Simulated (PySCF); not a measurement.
# C36H17Cl: the cost of one run

Programs: PySCF 2.14.0, with routines of our own; each step states its level. All values are computed. Atoms count from 0.

### Step 1. The system as given

54 atoms, charge 0, multiplicity 1; geometry from: GFN2-xTB.

### Step 2. Electronic excitations: TDA PBE0/def2-SVP in cyclohexane

Job settings and geometry (Å):

```
{"job": {"kind": "uv", "basis": "def2-SVP", "grid": 1, "kgrid": 0, "vcut": 1.5, "nstates": 6, "ntriplets": 0, "tda": true, "delta": [], "pop": false, "xc": "PBE0", "solvent": "cyclohexane", "pol": false}, "charge": 0, "multiplicity": 1}
Cl    -3.251905     6.367379     1.240526
C     -2.288081     4.963570     0.945129
C     -0.919428     5.045135     1.039530
C     -0.087638     3.937848     0.807117
C     -0.647843     2.743499     0.421040
C     -2.060155     2.665312     0.385089
C     -2.921949     3.732572     0.654085
C     -4.302951     3.446489     0.664492
C     -4.729301     2.153147     0.496387
C     -3.845033     1.082440     0.276671
C     -2.499043     1.337700     0.169706
C     -1.292907     0.531441     0.010037
C     -1.103346    -0.825528    -0.159669
C     -2.014037    -1.931147    -0.439756
C     -3.288102    -2.066357    -0.935834
C     -3.829675    -3.357443    -1.078580
C     -3.142364    -4.495477    -0.736785
C     -1.807164    -4.401732    -0.286320
C     -0.945076    -5.456325     0.086762
C      0.326982    -5.177527     0.520657
C      0.855418    -3.873480     0.549878
C      0.068181    -2.827583     0.132895
C     -1.275828    -3.113382    -0.201041
C      0.211447    -1.379440     0.019430
C      1.308174    -0.540851    -0.008176
C      2.738935    -0.804380    -0.128972
C      3.523343    -1.916237    -0.319358
C      4.913890    -1.757149    -0.461710
C      5.523695    -0.528206    -0.472568
C      4.741837     0.643334    -0.372484
C      5.184228     1.977481    -0.507855
C      4.268891     2.999277    -0.532123
C      2.886055     2.786537    -0.384229
C      2.425708     1.512957    -0.150116
C      3.370112     0.460139    -0.181744
C      1.118171     0.883216     0.000364
C     -0.156353     1.399349     0.144786
H     -0.467296     5.986208     1.314028
H      0.969983     4.048727     0.976488
H     -5.010155     4.242962     0.838309
H     -5.786651     1.938120     0.549772
H     -4.243097     0.082572     0.231082
H     -3.874132    -1.218134    -1.251478
H     -4.835121    -3.445717    -1.465128
H     -3.607517    -5.466176    -0.828537
H     -1.300832    -6.475557     0.046039
H      0.962304    -5.989289     0.845383
H      1.853322    -3.724337     0.929794
H      3.105269    -2.905711    -0.398208
H      5.516570    -2.645928    -0.583584
H      6.594356    -0.446275    -0.592560
H      6.238499     2.179928    -0.629808
H      4.613111     4.012128    -0.686428
H      2.219639     3.625473    -0.498422
```

With the program's defaults for keys left out, this is: TDA PBE0/def2-SVP, vertical, IEF-PCM cyclohexane (non-equilibrium linear response), core orbitals frozen in the response, virtual orbitals cut by energy.

On the command line:

```bash
OMP_NUM_THREADS=2 python large_run.py task.json out
```

This one command runs all jobs of the session in turn.

Q: Estimate the wall time and peak memory of this first job on 2 threads of Arm Neoverse V1, shared host.

About 3.3 min, with a peak of 2.1 GiB.
